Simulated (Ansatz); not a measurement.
Predict the output of the script below (the Python package of Ansatz (0.2.0)).

`relaxed_scan_h3osb.py`
```python
"""Relaxed scan of one distance in H3OSb."""

import ansatz as az
import numpy as np

GEOMETRY = """
O     0.74820   -0.71650    0.81190
Sb    0.10560    0.24190   -0.90680
H     0.39070   -1.61380    0.66910
H    -1.50620    0.18670   -0.41970
H     0.31170    1.82810   -0.19590
"""


def main() -> None:
    geometry = az.Crystal.molecule()
    for line in GEOMETRY.strip().splitlines():
        symbol, *xyz = line.split()
        geometry = geometry.atom(symbol, [float(v) for v in xyz])

    model = (
        geometry.calculation()
        .basis(gaussian="def2-SVP")
        .functional("pbe0", dispersion="d3bj")
    )
    symbols = [site.symbol for site in geometry.cartesian_sites]
    pairs = [(0, 1), (0, 2), (1, 3), (1, 4)]
    print("held (A)   E (eV)        ", "  ".join(f"{symbols[i]}{i}-{symbols[j]}{j}" for i, j in pairs))
    for length in [1.9, 2.07, 2.24, 2.48, 2.79]:
        rep = model.relax(constraints=[az.DistanceConstraint((0, 1), at=length)], force_tolerance=0.02, max_steps=60).run(threads=1).report
        xyz = np.array(rep["positions_ang"])
        print(f"{length:6.2f} {rep['free_energy_ev']:14.5f}  ", "  ".join(f"{np.linalg.norm(xyz[i] - xyz[j]):.3f}" for i, j in pairs))


if __name__ == "__main__":
    main()
```

Output of `python relaxed_scan_h3osb.py`:
```text
held (A)   E (eV)         O0-Sb1  O0-H2  Sb1-H3  Sb1-H4
DeckWarning: relax.constraints: the input's atoms, or those drawn, lie off the distances that are held; a relaxation that starts there is brought onto them ahead of its first SCF, by positions alone, an atom by 8.51e-2 Å at the most. With the symmetry [...]
  1.90    -8629.03525   1.900  0.962  1.722  1.721
  2.07    -8629.11643   2.070  0.965  1.719  1.719
  2.24    -8628.77397   2.240  0.967  1.717  1.716
  2.48    -8628.04076   2.480  0.969  1.715  1.715
  2.79    -8627.07532   2.790  0.970  1.714  1.714
```
(Warnings from the package without file and line, shortened, repeats left out.)

What to keep in mind:
- Total energies depend on the basis set; only differences at equal settings carry meaning.
- The energies are electronic: no zero-point or thermal terms, and the basis set is short of its limit.
- def2 sets replace the cores of elements past krypton by effective core potentials.
- Timing: 2.3 min on 1 thread of Arm Neoverse V1, on a shared host, peak memory 0.19 GiB.
